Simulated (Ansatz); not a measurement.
# C₂H₈ClGaO: small, medium and large basis sets

An exercise on one series of results from a longer session: the logs are not shown, and one member is left open.

Program: Ansatz 0.2.0, Gaussian basis. Level of theory: one geometry, several basis sets. These are calculated values, not measurements.

The runs, in order: PBE0-D4/def2-SVP; ωB97M-V/def2-SVP; PBE0-D4/def2-QZVPP; ωB97M-V/def2-QZVPP; the functionals' def2-TZVPP values are taken from earlier runs.

**Structure used throughout**

All runs share one geometry, relaxed beforehand with PBE0-D4 in a triple-zeta def2 set.

SMILES `[CH3][Ga-]([CH3])([OH2+])[Cl]`, 13 atoms, charge 0, spin multiplicity 1.

Atoms are counted from 1 here; the program's logs count them from 0.

Bond lengths: C1–Ga2 1.958 Å, C1–H6 1.092 Å, C1–H7 1.091 Å, C1–H8 1.092 Å, Ga2–C3 1.966 Å, Ga2–O4 2.183 Å, Ga2–Cl5 2.234 Å, C3–H9 1.092 Å, C3–H10 1.093 Å, C3–H11 1.093 Å, O4–H12 0.963 Å, O4–H13 0.971 Å. Angles: Ga2–C1–H6 111.3°, Ga2–C1–H7 110.3°, Ga2–C1–H8 110.2°, H6–C1–H7 108.8°, H6–C1–H8 108.1°, H7–C1–H8 108.0°, C1–Ga2–C3 130.6°, C1–Ga2–O4 102.2°, C1–Ga2–Cl5 112.6°, C3–Ga2–O4 99.8°, C3–Ga2–Cl5 112.4°, O4–Ga2–Cl5 86.4°, Ga2–C3–H9 111.1°, Ga2–C3–H10 111.6°, Ga2–C3–H11 110.0°, H9–C3–H10 109.1°, H9–C3–H11 107.4°, H10–C3–H11 107.5° and more.

Geometry (Å):

```
C    -1.8032    0.2551   -0.8591
Ga    0.0836    0.0049   -0.3979
C     1.0199   -1.5458    0.3672
O     0.3561    1.4406    1.2236
Cl    1.4406    1.3130   -1.5978
H    -2.4581   -0.1450   -0.0821
H    -2.0229    1.3153   -0.9938
H    -2.0337   -0.2587   -1.7953
H     2.0499   -1.2941    0.6281
H     0.5091   -1.9266    1.2553
H     1.0560   -2.3574   -0.3634
H     0.9312    1.0927    1.9137
H     0.8920    2.0712    0.7166
```

Set-up of the first run:

Input file in.yaml:

```yaml
crystal:
  periodic: [false, false, false]
  atoms:
    - {symbol: C, position_ang: [-1.803165, 0.255109, -0.859142]}
    - {symbol: Ga, position_ang: [0.083624, 0.004901, -0.397903]}
    - {symbol: C, position_ang: [1.019910, -1.545793, 0.367174]}
    - {symbol: O, position_ang: [0.356077, 1.440590, 1.223642]}
    - {symbol: Cl, position_ang: [1.440567, 1.313045, -1.597827]}
    - {symbol: H, position_ang: [-2.458056, -0.144980, -0.082148]}
    - {symbol: H, position_ang: [-2.022859, 1.315279, -0.993820]}
    - {symbol: H, position_ang: [-2.033680, -0.258667, -1.795323]}
    - {symbol: H, position_ang: [2.049860, -1.294104, 0.628068]}
    - {symbol: H, position_ang: [0.509062, -1.926593, 1.255316]}
    - {symbol: H, position_ang: [1.056004, -2.357414, -0.363413]}
    - {symbol: H, position_ang: [0.931208, 1.092656, 1.913654]}
    - {symbol: H, position_ang: [0.892047, 2.071172, 0.716623]}
basis:
  gaussian: {orbitals: def2-SVP}
hamiltonian: {xc: pbe0, dispersion: d4}
output: {orbitals: {seedname: orbitals}}
```

Run with:

```
$ ansatz run in.yaml --threads 4 --pin off --events-out ev --progress --plain --max-ram 11315MiB
```

Steps of the session up to this table: PBE0-D4 in def2-SVP; ωB97M-V in def2-SVP; PBE0-D4 in def2-QZVPP; ωB97M-V in def2-QZVPP.

One of the session's tables, all rows but one given; the rest of the session is left out.

It belongs to the step «Functionals by basis». 

| functional | basis | HOMO (eV) | LUMO (eV) |
| --- | --- | --- | --- |
| PBE0-D4 | def2-SVP | -7.33 | 0.41 |
| PBE0-D4 | def2-TZVPP | -7.48 | -0.12 |
| PBE0-D4 | def2-QZVPP | ? | ? |
| ωB97M-V | def2-SVP | -9.52 | 2.07 |
| ωB97M-V | def2-TZVPP | -9.68 | 1.35 |
| ωB97M-V | def2-QZVPP | -9.72 | 0.86 |

Q: Estimate the row for PBE0-D4, def2-QZVPP from the others.

**Answer.** HOMO (eV): -7.51; LUMO (eV): -0.40. In the column «HOMO (eV)» it lies between ωB97M-V, def2-SVP (-9.52) and PBE0-D4, def2-TZVPP (-7.48).
